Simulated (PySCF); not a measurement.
# WF4: relaxation and vibrations of the singlet

The task is one start of a wider search on WF4: the singlet, from a square planar start. It is relaxed, tested by its Hessian and followed downhill if it is a saddle.

Method: PBE, basis W def2-SVP with ECP60, F def2-SVP, scalar-relativistic core potentials, no spin–orbit coupling, density fitting; program: PySCF 2.14.0.

**1. Where the work starts**

5 atoms, charge 0, spin multiplicity 1.

Bond lengths: W1–F2 2.010 Å, W1–F3 2.010 Å, W1–F4 2.010 Å, W1–F5 2.010 Å. Angles: F2–W1–F3 90.0°, F2–W1–F4 180.0°, F2–W1–F5 90.0°, F3–W1–F4 90.0°, F3–W1–F5 180.0°, F4–W1–F5 90.0°.

Z-matrix (Å, degrees; charge 0 multiplicity 1):
```
W
F  1 2.0100
F  1 2.0100 2 90.00
F  1 2.0100 3 90.00 2 180.00
F  1 2.0100 2 90.00 3 180.00
```

**2. Square planar start, singlet: relaxation**

One driver script runs all steps and calls PySCF; scf.py shows how it sets up the SCF of each step. The optimiser is the driver's own. Before each start the driver seeks the lowest SCF state from one or more starting densities and follows internal instabilities, so scf.py alone need not reach the same state.

The program finds D4h symmetry in the start, which this walk keeps.

File scf.py:

```python
from pyscf import gto, scf, dft
mol = gto.M(atom='''
W     -0.000000    -0.000000    -0.000000
F      2.010000     0.000000    -0.000000
F     -0.000000     2.010000     0.000000
F     -2.010000    -0.000000     0.000000
F      0.000000    -2.010000    -0.000000''',
    basis={'W': 'def2-SVP', 'F': 'def2-SVP'},
    ecp={'W': 'def2-SVP'},
    charge=0, spin=0)
mf = dft.RKS(mol, xc='PBE')
mf.grids.atom_grid = (50, 194)
aux = {'W': 'def2-universal-JKFIT', 'F': 'def2-universal-JKFIT'}
mf = mf.density_fit(auxbasis=aux)
mf.kernel()
```

The optimiser's trace:

```csv
step,energy (Eh),change (kJ/mol),largest symmetric gradient (Eh/bohr)
0,-465.935934,0.00,0.07658
1,-465.987588,-135.62,0.02010
2,-465.989271,-140.03,0.01191
3,-465.989940,-141.79,0.00092
4,-465.989946,-141.81,0.00004
```

The walk took 6.2 s on 4 threads, shared host.

Geometry (Å) and forces (eV/Å) at some steps:

```
step 0
W    0.000   0.000   0.000   0.000   0.000   0.000
F    2.010   0.000   0.000  -3.938   0.000   0.000
F    0.000   2.010   0.000   0.000  -3.938   0.000
F   -2.010   0.000   0.000   3.938   0.000   0.000
F    0.000  -2.010   0.000   0.000   3.938   0.000
step 1
W    0.000   0.000   0.000   0.000   0.000   0.000
F    1.879   0.000   0.000  -1.034   0.000   0.000
F    0.000   1.879   0.000   0.000  -1.034   0.000
F   -1.879   0.000   0.000   1.034   0.000   0.000
F    0.000  -1.879   0.000   0.000   1.034   0.000
step 2
W    0.000   0.000   0.000   0.000   0.000   0.000
F    1.833   0.000   0.000   0.612   0.000   0.000
F    0.000   1.833   0.000   0.000   0.612   0.000
F   -1.833   0.000   0.000  -0.612   0.000   0.000
F    0.000  -1.833   0.000   0.000  -0.612   0.000
step 3
W    0.000   0.000   0.000   0.001   0.000   0.000
F    1.850   0.000   0.000  -0.047   0.000   0.000
F    0.000   1.850   0.000   0.000  -0.047   0.000
F   -1.850   0.000   0.000   0.047   0.000   0.000
F    0.000  -1.850   0.000   0.000   0.047   0.000
step 4
W    0.000   0.000   0.000   0.000   0.000   0.000
F    1.849   0.000   0.000  -0.002   0.000   0.000
F    0.000   1.849   0.000   0.000  -0.002   0.000
F   -1.849   0.000   0.000   0.002   0.000   0.000
F    0.000  -1.849   0.000   0.000   0.002   0.000
```

End point (D4h, 4 steps, 141.8 kJ/mol gained): W–F 1.849 Å (×4); F–W–F 90.0° (×4), F–W–F 180.0° (×2).

**3. Vibrations and properties at this point**

On the finer grid the gradient is checked again; gradients at displacements of ±0.01 bohr then give force constants and infrared intensities.

Changes to scf.py since step 2:

```diff
@@ -4,4 +4,4 @@
-F      2.010000     0.000000    -0.000000
-F     -0.000000     2.010000     0.000000
-F     -2.010000    -0.000000     0.000000
-F      0.000000    -2.010000    -0.000000''',
+F      1.849423     0.000000    -0.000000
+F     -0.000000     1.849423     0.000000
+F     -1.849423    -0.000000     0.000000
+F      0.000000    -1.849423    -0.000000''',
@@ -12 +12 @@
-mf.grids.atom_grid = (50, 194)
+mf.grids.atom_grid = (75, 302)
```

The driver hands on the density of the step before, so the log starts near convergence.

SCF at the final geometry:

```text
init E= -465.989556102352
  HOMO = -0.229621905188605  LUMO = -0.181183380334468  gap/eV = 1.31808
cycle= 1 E= -465.989556102271  delta_E= 8.04e-11  |g|= 2.22e-05  |ddm|= 1.96e-05
  HOMO = -0.229620094221865  LUMO = -0.181182458573655  gap/eV = 1.31806
cycle= 2 E= -465.989556101595  delta_E= 6.77e-10  |g|= 6.41e-05  |ddm|= 5.7e-05
  HOMO = -0.229621650403338  LUMO = -0.181182837096427  gap/eV = 1.31809
cycle= 3 E= -465.98955610236  delta_E= -7.65e-10  |g|= 3.37e-06  |ddm|= 4.29e-05
  HOMO = -0.229621496727965  LUMO = -0.181182679853312  gap/eV = 1.31809
cycle= 4 E= -465.98955610236  delta_E=    0  |g|= 3.15e-08  |ddm|= 2.41e-06
  HOMO = -0.229621485212981  LUMO = -0.181182666747778  gap/eV = 1.31809
Extra cycle  E= -465.989556102363  delta_E= -3.18e-12  |g|= 6.35e-08  |ddm|= 1.08e-07
converged SCF energy = -465.989556102363
```

The whole step took 14 s.

Geometry: D4h; W–F 1.849 Å (×4); F–W–F 90.0° (×4), F–W–F 180.0° (×2).

Harmonic modes (main isotopes):

```tsv
symmetry	ω (cm⁻¹)	IR (km/mol)	type
b2u	90i	0.0	bend
a2u	95	4.2	bend
eu	179	26.2	bend
b2g	299	0.0	bend
b1g	691	0.0	stretch
eu	718	366	stretch
a1g	733	0.0	stretch
```

With 1 mode imaginary (up to 90i cm⁻¹) this point is a saddle.

Properties at this point:

```yaml
Dipole_moment: 0.00 D
Highest_occupied_level: -6.25 eV
Lowest_empty_level: -4.93 eV
Rotational_constants: 0.1297, 0.1297, 0.06486 cm⁻¹
Zero-point_energy_real_modes: 21.6 kJ/mol
Principal_polarisabilities: 39.9, 40.1, 40.1 bohr³
Atomisation_energy_without_zero-point_energy: 2342 kJ/mol
Principal_traceless_quadrupole_moments_about_the_centre_of_mass: -1.67, -1.67, 3.34 D Å
```

Populations by atom (charges in e):

```csv
atom,Mulliken,Löwdin,polar tensor,Mayer order to W1
W1,0.97,0.16,2.14,–
"F2,3,4,5",-0.24,-0.04,-0.53,1.19
```

Outer orbital energies (eV). occupied: -11.36, -11.24, -11.24, -10.98, -10.96, -10.96, -10.33, -6.25; empty: -4.93, -4.93, -4.37, -0.45.

Mulliken populations on W1 (outside its core potential): s 2.88, p 6.34, d 3.60, f 0.21.

**4. Leaving the saddle point**

The start is the last point, displaced along its most imaginary mode.

The program finds D2d symmetry in the start, which this walk keeps.

Changes to scf.py since step 3:

```diff
@@ -3,5 +3,5 @@
-W     -0.000000    -0.000000    -0.000000
-F      1.849423     0.000000    -0.000000
-F     -0.000000     1.849423     0.000000
-F     -1.849423    -0.000000     0.000000
-F      0.000000    -1.849423    -0.000000''',
+W     -0.000000     0.000000    -0.000000
+F      1.849423     0.000000     0.250000
+F     -0.000000     1.849423    -0.250000
+F     -1.849423    -0.000000     0.250000
+F      0.000000    -1.849423    -0.250000''',
@@ -12 +12 @@
-mf.grids.atom_grid = (75, 302)
+mf.grids.atom_grid = (50, 194)
```

Energy and gradient, step by step:

```csv
step,energy (Eh),change (kJ/mol),largest symmetric gradient (Eh/bohr)
0,-465.990434,0.00,0.01286
1,-465.991449,-2.66,0.00242
2,-465.991607,-3.08,0.00114
3,-465.991901,-3.85,0.00326
4,-465.991952,-3.99,0.00148
5,-465.991974,-4.04,0.00004
```

The walk took 7.1 s.

Geometry (Å) and forces (eV/Å) at some steps:

```
step 0
W    0.000   0.000   0.000   0.000   0.000   0.000
F    1.849   0.000   0.250  -0.661   0.000  -0.032
F    0.000   1.849  -0.250   0.000  -0.661   0.032
F   -1.849   0.000   0.250   0.661   0.000  -0.032
F    0.000  -1.849  -0.250   0.000   0.661   0.032
step 1
W    0.000   0.000   0.000   0.000   0.000   0.000
F    1.825   0.000   0.260   0.124   0.000   0.081
F    0.000   1.825  -0.260   0.000   0.124  -0.081
F   -1.825   0.000   0.260  -0.124   0.000   0.081
F    0.000  -1.825  -0.260   0.000  -0.124  -0.081
step 3
W    0.000   0.000   0.000   0.000   0.000   0.000
F    1.822   0.000   0.331  -0.168   0.000  -0.021
F    0.000   1.822  -0.331   0.000  -0.168   0.021
F   -1.822   0.000   0.331   0.168   0.000  -0.021
F    0.000  -1.822  -0.331   0.000   0.168   0.021
step 5
W    0.000   0.000   0.000   0.000   0.000   0.000
F    1.815   0.000   0.341  -0.001   0.000  -0.002
F    0.000   1.815  -0.341   0.000  -0.001   0.002
F   -1.815   0.000   0.341   0.001   0.000  -0.002
F    0.000  -1.815  -0.341   0.000   0.001   0.002
```

It settles in D2d symmetry, 4.0 kJ/mol below the start, after 5 steps: W–F 1.847 Å (×4); F–W–F 92.0° (×4), F–W–F 158.7° (×2).

**5. Is it a minimum? Harmonic modes**

As before: finer grid, then central differences.

Changes to scf.py since step 4:

```diff
@@ -3,5 +3,5 @@
-W     -0.000000     0.000000    -0.000000
-F      1.849423     0.000000     0.250000
-F     -0.000000     1.849423    -0.250000
-F     -1.849423    -0.000000     0.250000
-F      0.000000    -1.849423    -0.250000''',
+W     -0.000000    -0.000000     0.000000
+F      1.814887     0.000000     0.341056
+F     -0.000000     1.814887    -0.341056
+F     -1.814887    -0.000000     0.341056
+F      0.000000    -1.814887    -0.341056''',
@@ -12 +12 @@
-mf.grids.atom_grid = (50, 194)
+mf.grids.atom_grid = (75, 302)
```

Log of the central SCF (cycles and frontier levels):

```text
init E= -465.991549544017
  HOMO = -0.214531855071574  LUMO = -0.164165325424322  gap/eV = 1.37054
cycle= 1 E= -465.991549539931  delta_E= 4.09e-09  |g|= 0.000156  |ddm|= 0.000143
  HOMO = -0.214551219994952  LUMO = -0.16418647772487  gap/eV = 1.37049
cycle= 2 E= -465.991549502847  delta_E= 3.71e-08  |g|= 0.000468  |ddm|= 0.000431
  HOMO = -0.214535739413744  LUMO = -0.164167214499714  gap/eV = 1.37060
cycle= 3 E= -465.991549544432  delta_E= -4.16e-08  |g|= 2.31e-05  |ddm|= 0.000327
  HOMO = -0.214536549415438  LUMO = -0.164167710802163  gap/eV = 1.37061
cycle= 4 E= -465.991549544534  delta_E= -1.02e-10  |g|= 3.37e-07  |ddm|= 1.62e-05
  HOMO = -0.214536500612493  LUMO = -0.164167653784556  gap/eV = 1.37061
cycle= 5 E= -465.991549544534  delta_E= 2.27e-13  |g|= 7.99e-09  |ddm|= 4.57e-07
  HOMO = -0.214536499341538  LUMO = -0.164167652659905  gap/eV = 1.37061
Extra cycle  E= -465.991549544536  delta_E= -2.39e-12  |g|= 1.81e-08  |ddm|= 1.83e-08
converged SCF energy = -465.991549544536
```

The whole step took 13 s.

Geometry: D2d; W–F 1.847 Å (×4); F–W–F 92.0° (×4), F–W–F 158.7° (×2).

Modes, for the most abundant isotopes:

```
symmetry  ω (cm⁻¹)  IR (km/mol)
      a1       112          0.0
      b2       157          2.3
       e       173         24.3
      b1       281          0.0
      b2       693         11.2
       e       719          335
      a1       727          0.0
```

No imaginary mode, so this is a minimum.

Constants and moments:

| Property | Result |
| --- | --- |
| Dipole moment | 0.00 D |
| Highest occupied level | -5.84 eV |
| Lowest empty level | -4.47 eV |
| Rotational constants | 0.1258, 0.1258, 0.06735 cm⁻¹ |
| Zero-point energy | 22.5 kJ/mol |
| Principal polarisabilities | 39.5, 39.5, 41.5 bohr³ |
| Atomisation energy without zero-point energy | 2347 kJ/mol |
| Principal traceless quadrupole moments about the centre of mass | -1.18, -1.18, 2.36 D Å |
| Entropy at 298.15 K and 1 bar | 334.6 J/(mol K) |
| Heat capacity Cp at 298.15 K | 85.6 J/(mol K) |
| Enthalpy at 298.15 K above 0 K | 18.91 kJ/mol |
| Rotational symmetry number | 4 |

Populations by atom (charges in e):

| atom | Mulliken | Löwdin | polar tensor | Mayer order to W1 |
| --- | --- | --- | --- | --- |
| W1 | 0.95 | 0.17 | 2.06 | – |
| F2,3,4,5 | -0.24 | -0.04 | -0.51 | 1.19 |

Mulliken populations on W1 (outside its core potential): s 2.86, p 6.33, d 3.65, f 0.20.

**6. Would spin polarisation lower it?**

At the lowest minimum the closed shell is tested against spin polarisation, on the (50, 194) grid. It is stable.

**7. All stationary points**

| spin | group | bonds | imaginary modes (cm⁻¹) | ΔE (kJ/mol) | with zero-point energy |
| --- | --- | --- | --- | --- | --- |
| singlet | D2d | W–F 1.847 Å (×4) | none | 0.0 | 0.0 |
| singlet | D4h | W–F 1.849 Å (×4) | 90i | 5.2 | – |

**8. Results**

```
                                 quantity                                                               value
                                  minimum                                                        singlet, D2d
                                 geometry               W–F 1.847 Å (×4); F–W–F 92.0° (×4), F–W–F 158.7° (×2)
                       wavenumbers (cm⁻¹)  112 (a1), 157 (b2), 173 (e), 281 (b1), 693 (b2), 719 (e), 727 (a1)
                            dipole moment                                                              0.00 D
     highest occupied, lowest empty level                                                     -5.84, -4.47 eV
                polar-tensor charge of W1                                                             +2.06 e
                        zero-point energy                                                         22.5 kJ/mol
                      entropy at 298.15 K                                                     334.6 J/(mol K)
atomisation energy (no zero-point energy)                                                         2347 kJ/mol
```

From D4h at the start the molecule goes to a D2d minimum, after a stop at a saddle point 5.2 kJ/mol higher, from which it was pushed off along an imaginary mode. In the infrared the band at 719 cm⁻¹ (e, stretch) leads. The dipole vanishes although W1 carries +2.1 e by the polar tensor: the bond dipoles cancel. Only this shape and spin were tried, so other structures or states may lie lower. With an element this heavy the missing spin–orbit coupling can shift these numbers.

The search up to here took 46 s on 4 threads, shared host.
